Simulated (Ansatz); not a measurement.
**Al3GaN4: structure types compared**

Aim: relax 2 candidate structures of Al3GaN4 by the same steps and rank them by energy.

Program: Ansatz 0.2.0. Level of theory: DFT r2SCAN, scalar-relativistic, plane waves, PAW. These are calculated values, not measurements.

1 further run of the same task is left out (it didn't finish).

### 1 The system as given

The structure is cubic, space group P-43m (No. 215). The conventional cell has a = 4.401 Å, b = 4.401 Å, c = 4.401 Å, α = 90.00°, β = 90.00°, γ = 90.00°. Al (site symmetry -42m) is surrounded by 4 N at 1.89 Å. Ga (site symmetry -43m) is surrounded by 4 N at 1.95 Å. N (site symmetry 3m) is surrounded by 3 Al at 1.89 Å and 1 Ga at 1.95 Å.

Structure file:

```cif
data_structure
_symmetry_space_group_name_H-M 'P 1'
_symmetry_Int_Tables_number 1
_cell_length_a 4.4014
_cell_length_b 4.4014
_cell_length_c 4.4014
_cell_angle_alpha 90.000
_cell_angle_beta 90.000
_cell_angle_gamma 90.000
_cell_volume 85.27
loop_
_atom_site_label
_atom_site_type_symbol
_atom_site_fract_x
_atom_site_fract_y
_atom_site_fract_z
_atom_site_occupancy
Al1 Al 0.50000 0.50000 0.00000 1
Al2 Al 0.50000 0.00000 0.50000 1
Al3 Al 0.00000 0.50000 0.50000 1
Ga1 Ga 0.00000 0.00000 0.00000 1
N1 N 0.74416 0.74416 0.25584 1
N2 N 0.74416 0.25584 0.74416 1
N3 N 0.25584 0.74416 0.74416 1
N4 N 0.25584 0.25584 0.25584 1
```

This is candidate A: structure listed in a database for this formula (P-43m, No. 215).

### 2 Quick check of gap, pressure and forces (candidate A)

Contents of input.yaml:

```yaml
crystal:
  lattice:
    - [4.40143853, 0.0, 0.0]
    - [0.0, 4.40143853, 0.0]
    - [0.0, 0.0, 4.40143853]
  atoms:
    - { symbol: Al, position: [0.5, 0.5, 0.0] }
    - { symbol: Al, position: [0.5, 0.0, 0.5] }
    - { symbol: Al, position: [0.0, 0.5, 0.5] }
    - { symbol: Ga, position: [0.0, 0.0, 0.0] }
    - { symbol: "N", position: [0.74416343, 0.74416343, 0.25583657] }
    - { symbol: "N", position: [0.74416343, 0.25583657, 0.74416343] }
    - { symbol: "N", position: [0.25583657, 0.74416343, 0.74416343] }
    - { symbol: "N", position: [0.25583657, 0.25583657, 0.25583657] }
basis:
  ecutwfc: 500
kpoints:
  mp_grid: { grid: [4, 4, 4] }
hamiltonian:
  xc: r2scan
scf:
  occupations: { method: gaussian, width: 0.1 }
  lower_state_search: "off"
output:
  forces: true
  stress: true
  eigenvalues: true
```

Launch:

```sh
$ ansatz run input.yaml --threads 1 --pin off --max-ram 3072MiB --backend cpu --events-out ev --progress --plain --runs-dir out
```

What it wrote (excerpt; [...] marks lines left out):

```text
[...]
SCF converged after 7 iterations
Free energy (F): -6961.683546 eV
[...]
E sigma→0 (E₀):  -6961.683546 eV
Fermi energy:    9.403012 eV
[...]
--- Forces (eV/Å), atoms counted from 1 ---
  atom   1  Al    -0.00000000     0.00000000    -0.00000000
  atom   2  Al    -0.00000000     0.00000000     0.00000000
  atom   3  Al    -0.00000000     0.00000000     0.00000000
  atom   4  Ga    -0.00000000     0.00000000    -0.00000000
  atom   5  N      0.03340198     0.03340198    -0.03340198
  atom   6  N      0.03340198    -0.03340198     0.03340198
  atom   7  N     -0.03340198     0.03340198     0.03340198
  atom   8  N     -0.03340198    -0.03340198    -0.03340198
[...]
--- Stress (GPa, compression-positive) ---
       -0.034173       0.000000      -0.000000
       -0.000000      -0.034173      -0.000000
       -0.000000      -0.000000      -0.034173
  P = ⅓ Tr σ = -0.0342 GPa (-0.342 kbar)
--- Band table (eV; the first three rows and the last of 10) ---
  k-point 0: bands = ["-8.5732", "-6.6945", "-6.6945", "-6.6945", "-5.6415", "-5.6415", "-4.8994", "-4.8994", "-4.8994", "1.6077", "2.4804", "2.4804", "5.3612", "5.3612", "5.3612", "5.3648", "5.3648", "5.3648", "7.3977", "7.3977", "7.3977", "11.4083", "11.4083", "11.4083", "11.4794", [...]
[...]
```

It took 5.3 s on 1 thread of AMD EPYC 7R43 (Zen 3), shared host; peak memory 0.56 GiB.

From the probe: pressure 0.0 GPa, largest force 0.06 eV/Å, gap on this mesh 4.01 eV. By this gap the next run takes a mesh of 6×6×6 and a smearing of 0.02 eV.

### 3 Full relaxation (candidate A)

Edit input.yaml of step 2 so:

```diff
@@ -17,3 +17,3 @@
 kpoints:
-  mp_grid: { grid: [4, 4, 4] }
+  mp_grid: { grid: [6, 6, 6] }
 hamiltonian:
@@ -21,4 +21,3 @@
 scf:
-  occupations: { method: gaussian, width: 0.1 }
-  lower_state_search: "off"
+  occupations: { method: gaussian, width: 0.02 }
 output:
@@ -27 +26,6 @@
   eigenvalues: true
+relax:
+  adjacent_minimum: "off"
+  f_tol: 0.01
+  max_steps: 80
+  cell: { stress_tol: 0.05 }
```

Launch:

```sh
$ ansatz run input.yaml --threads 1 --pin off --max-ram 3072MiB --backend cpu --events-out ev --progress --plain --runs-dir out
```

What it wrote (excerpt; [...] marks lines left out):

```text
Warning: RAYON_NUM_THREADS=1 ignored (pool sized by the plan → 1); use --threads N
[...]
Pseudopotentials: kind: paw
Pseudopotential: Al, paw, valence charge 3, recommended cutoff 500 eV (meta_gga), Al.paw.azcp
Pseudopotential: Ga, paw, valence charge 13, recommended cutoff 500 eV (meta_gga), Ga.paw.azcp
Pseudopotential: N, paw, valence charge 5, recommended cutoff 500 eV (meta_gga), N.paw.azcp
Functional definition: r2SCAN
[...]
Crystal: 8 atoms, lattice volume = 85.268 Å³
Basis set: ecut = 500 eV, 2109 PW (Γ), exchange–correlation on 144×144×144 points (64 copies of the dense FFT grid, shifted against one another)
Bands: 29, of which v1, the nominal top of the filled ones, is band 21 counted from 1 (20 counted from 0)
Symmetry: 24 space group operations
Space group: P-43m (ITA 215), of the structure as read, at distance tolerance 4.4e-5 Å
k-points: 20 of 216 (time reversal used)
[...]
  F+E_penalty+E_count = -6961.68453506 eV   max|allowed force component| = 6.076e-5 eV/Å   (the final SCF, on the basis selected at the relaxed cell)
  cell:  # Å, volume = 85.2559 Å³
    - [4.401237271124957, -2.8888949165808538e-34, 1.9259299443872355e-33]
    - [-2.8888949165808538e-34, 4.401237271124957, 6.419766481290789e-35]
    - [1.9259299443872355e-33, 6.419766481290789e-35, 4.401237271124957]
  atoms:
    - { symbol: Al, position: [0.5, 0.5, -3.0791131271504643e-21] }
    - { symbol: Al, position: [0.5, -1.2316452508601768e-20, 0.5] }
    - { symbol: Al, position: [-1.8474678762902618e-20, 0.5, 0.5] }
    - { symbol: Ga, position: [-1.8474678762902766e-20, -1.2316452508601747e-20, -3.0791131271504594e-21] }
    - { symbol: N, position: [0.7444581565621192, 0.7444581565621192, 0.2555418434378808] }
    - { symbol: N, position: [0.7444581565621192, 0.2555418434378808, 0.7444581565621192] }
    - { symbol: N, position: [0.2555418434378808, 0.7444581565621192, 0.7444581565621192] }
    - { symbol: N, position: [0.2555418434378808, 0.2555418434378808, 0.2555418434378808] }
```

Wall time 34 s (1 thread of AMD EPYC 7R43 (Zen 3), shared host); peak memory 0.59 GiB.

Relaxation path:

```
step  E - E(step 1) (eV/cell)  largest force component (eV/Å)  pressure (GPa)  volume (Å³)
   1                   0.0000                          0.0333           -0.03        85.27
   2                  -0.0002                          0.0140            0.00        85.26
   3                  -0.0003                          0.0001            0.00        85.26
   4                  -0.0003                          0.0001            0.00        85.26
```

Step 1 is the start. Step 4 repeats the geometry before it on a plane-wave basis chosen anew for that cell, so its energy need not be comparable with the rows above.

|  | before | after | change |
| --- | --- | --- | --- |
| a (Å) | 4.401 | 4.401 | 0.0 % |
| b (Å) | 4.401 | 4.401 | 0.0 % |
| c (Å) | 4.401 | 4.401 | 0.0 % |
| volume (Å³/atom) | 10.66 | 10.66 | 0.0 % |
| shortest distance (Å) | 1.892 | 1.892 | 0.0 % |
| space group (0.01 Å) | P-43m | P-43m | same |

The run keeps the 24 symmetry operations of the start, so it could not have lowered the symmetry.

### 4 Candidate B: structure listed in a database for this formula (Pm, No. 6)

It takes space group Pm (No. 6, monoclinic). The conventional cell has a = 5.038 Å, b = 3.125 Å, c = 5.411 Å, α = 90.00°, β = 90.04°, γ = 90.00°. Around Al (site symmetry m) lie 4 N at 1.87 to 1.90 Å. Al (site symmetry m) is surrounded by 4 N at 1.89 to 1.90 Å. Around Ga (site symmetry m) lie 4 N at 1.93 to 1.96 Å. N (site symmetry m) has 3 Al at 1.89 Å and 1 Ga at 1.96 Å as nearest neighbours. N (site symmetry m) is surrounded by 4 Al at 1.90 Å. N (site symmetry m) is surrounded by 2 Al at 1.87 to 1.89 Å and 2 Ga at 1.93 Å. Around N (site symmetry m) lie 3 Al at 1.89 to 1.90 Å and 1 Ga at 1.95 Å.

```xyz
8
Lattice="5.0377 0.0000 0.0000 0.0000 3.1254 0.0000 -0.0034 0.0000 5.4112" Properties=species:S:1:pos:R:3 pbc="T T T"
Al    2.5188    1.5627    0.9052
Al    0.0010    1.5627    4.5181
Al    0.0034    0.0000    1.7943
Ga    2.5152    0.0000    3.6047
N     0.5526    0.0000    3.6054
N     0.6170    1.5627    0.9046
N     3.1503    1.5627    4.5523
N     3.1400    0.0000    1.7601
```

### 5 A first look at the start (candidate B)

Contents of input.yaml:

```yaml
crystal:
  lattice:
    - [5.0376935905, 0.0, 0.0]
    - [0.0, 3.12543778, 0.0]
    - [-0.0033559659, 0.0, 5.4111720837]
  atoms:
    - { symbol: Al, position: [0.50009873, 0.5, 0.16728039] }
    - { symbol: Al, position: [0.00076357, 0.5, 0.83496431] }
    - { symbol: Al, position: [0.00088655, 0.0, 0.3315828] }
    - { symbol: Ga, position: [0.49971489, 0.0, 0.66616374] }
    - { symbol: "N", position: [0.11013543, 0.0, 0.66629554] }
    - { symbol: "N", position: [0.12258652, 0.5, 0.16717386] }
    - { symbol: "N", position: [0.62590355, 0.5, 0.84127752] }
    - { symbol: "N", position: [0.62350976, 0.0, 0.32526284] }
basis:
  ecutwfc: 500
kpoints:
  mp_grid: { grid: [4, 6, 4] }
hamiltonian:
  xc: r2scan
scf:
  occupations: { method: gaussian, width: 0.1 }
  lower_state_search: "off"
output:
  forces: true
  stress: true
  eigenvalues: true
```

Launch:

```sh
$ ansatz run input.yaml --threads 1 --pin off --max-ram 3072MiB --backend cpu --events-out ev --progress --plain --runs-dir out
```

What it wrote (excerpt; [...] marks lines left out):

```text
[...]
SCF converged after 8 iterations
Free energy (F): -6961.808823 eV
[...]
E sigma→0 (E₀):  -6961.808823 eV
Fermi energy:    9.630917 eV
[...]
--- Forces (eV/Å), atoms counted from 1 ---
  atom   1  Al     0.00131781     0.00000000     0.00153680
  atom   2  Al     0.00457372     0.00000000     0.00927548
  atom   3  Al     0.01017053     0.00000000    -0.00945690
  atom   4  Ga    -0.00474545     0.00000000     0.00546659
  atom   5  N      0.06553203     0.00000000    -0.00184655
  atom   6  N      0.01086422     0.00000000     0.00144419
  atom   7  N     -0.06345574    -0.00000000    -0.07938316
  atom   8  N     -0.02394455     0.00000000     0.07297136
[...]
--- Stress (GPa, compression-positive) ---
        0.018092       0.000000      -0.014393
        0.000000      -0.068470       0.000000
       -0.014353       0.000000      -0.082087
  P = ⅓ Tr σ = -0.0442 GPa (-0.442 kbar)
--- Band table (eV; the first three rows and the last of 40) ---
  k-point 0: bands = ["-8.5920", "-7.1435", "-7.1056", "-6.2758", "-5.6983", "-5.5963", "-5.5135", "-5.0121", "-4.7400", "1.1927", "1.8522", "3.1345", "3.9819", "5.2863", "5.6785", "6.5989", "6.6479", "6.8022", "7.4666", "7.5527", "7.5616", "11.7002", "13.8005", "14.1738", "14.3851", [...]
[...]
```

It took 18 s on 1 thread of AMD EPYC 7R43 (Zen 3), shared host; peak memory 0.55 GiB.

The probe gives pressure 0.0 GPa, largest force 0.10 eV/Å, gap on this mesh 4.14 eV. The gap decides the next run's mesh: 6×8×4 points and a smearing of 0.02 eV.

### 6 The relaxation (candidate B)

Edit input.yaml of step 5 so:

```diff
@@ -17,3 +17,3 @@
 kpoints:
-  mp_grid: { grid: [4, 6, 4] }
+  mp_grid: { grid: [6, 8, 4] }
 hamiltonian:
@@ -21,4 +21,3 @@
 scf:
-  occupations: { method: gaussian, width: 0.1 }
-  lower_state_search: "off"
+  occupations: { method: gaussian, width: 0.02 }
 output:
@@ -27 +26,6 @@
   eigenvalues: true
+relax:
+  adjacent_minimum: "off"
+  f_tol: 0.01
+  max_steps: 80
+  cell: { stress_tol: 0.05 }
```

Launch:

```sh
$ ansatz run input.yaml --threads 1 --pin off --max-ram 3072MiB --backend cpu --events-out ev --progress --plain --runs-dir out
```

What it wrote (excerpt; [...] marks lines left out):

```text
Warning: RAYON_NUM_THREADS=1 ignored (pool sized by the plan → 1); use --threads N
[...]
[... 5 set-up lines as earlier in the session ...]
[...]
Crystal: 8 atoms, lattice volume = 85.199 Å³
Basis set: ecut = 500 eV, 2167 PW (Γ), exchange–correlation on 160×96×160 points (64 copies of the dense FFT grid, shifted against one another)
Bands: 29, of which v1, the nominal top of the filled ones, is band 21 counted from 1 (20 counted from 0)
Symmetry: 2 space group operations
Space group: Pm (ITA 6), of the structure as read, at distance tolerance 4.4e-5 Å
k-points: 70 of 192 (time reversal used)
[...]
  cell:  # Å, volume = 85.1799 Å³
    - [5.038082198762502, 1.3536956376692944e-20, 6.0965031693829354e-5]
    - [8.398469284776171e-21, 3.124948826020766, -9.991524478405801e-20]
    - [-0.003290739995406325, -1.7299553097744878e-19, 5.410392981091154]
  atoms:
    - { symbol: Al, position: [0.5002216622771504, 0.49999999999999994, 0.16725507485405985] }
    - { symbol: Al, position: [0.0006683706918328891, 0.49999999999999994, 0.8349019369924048] }
    - { symbol: Al, position: [0.0010043252478070118, 2.3705589144522418e-20, 0.3316444637652732] }
    - { symbol: Ga, position: [0.4994946875394459, 1.565580399187533e-20, 0.6662044643969609] }
    - { symbol: N, position: [0.11070697862899419, 8.254670571358818e-21, 0.6663170123230633] }
    - { symbol: N, position: [0.122675589571992, 0.49999999999999994, 0.16713229108736194] }
    - { symbol: N, position: [0.6254135995588039, 0.49999999999999994, 0.840681006483704] }
    - { symbol: N, position: [0.6234137864839742, 2.313941323929818e-19, 0.3258647500971713] }
```

It took 93 s on 1 thread of AMD EPYC 7R43 (Zen 3), shared host; peak memory 0.64 GiB.

Step by step:

| step | energy from step 1 (eV/cell) | largest force component (eV/Å) | pressure (GPa) | volume (Å³) |
| --- | --- | --- | --- | --- |
| 1 | 0.0000 | 0.0794 | -0.04 | 85.20 |
| 2 | -0.0004 | 0.0328 | -0.01 | 85.18 |
| 3 | -0.0004 | 0.0034 | 0.01 | 85.18 |
| 4 | -0.0004 | 0.0034 | 0.01 | 85.18 |

Step 1 is the start. Step 4 repeats the geometry before it on a plane-wave basis chosen anew for that cell, so its energy need not be comparable with the rows above.

|  | before | after | change |
| --- | --- | --- | --- |
| a (Å) | 5.038 | 5.038 | 0.0 % |
| b (Å) | 3.125 | 3.125 | 0.0 % |
| c (Å) | 5.411 | 5.410 | 0.0 % |
| volume (Å³/atom) | 10.65 | 10.65 | 0.0 % |
| shortest distance (Å) | 1.875 | 1.876 | +0.1 % |
| space group (0.01 Å) | Pm | Pm | same |

The run keeps the 2 symmetry operations of the start, so it could not have lowered the symmetry.

### 7 Results

Formation energies count from the elements, computed with the same settings in runs not shown here.

```
candidate                                                             start  space group at the end  atoms  volume (Å³/atom)  energy above the lowest (meV/atom)  gap on the mesh (eV)  formation energy (eV/atom)
        B       structure listed in a database for this formula (Pm, No. 6)                      Pm      8             10.65                                 0.0                  4.15                      -1.382
        A  structure listed in a database for this formula (P-43m, No. 215)                   P-43m      8             10.66                                15.7                  4.01                      -1.367
```

In words: The lowest is B, in Pm; A follows 16 meV/atom higher. The ranking holds among these candidates alone. With -1.38 eV/atom the lowest lies under the elements, which doesn't yet make it stable against other compounds of them.

The gaps are Kohn-Sham values of a semilocal functional, not quasiparticle or optical gaps. Such gaps usually fall short of the measured ones.
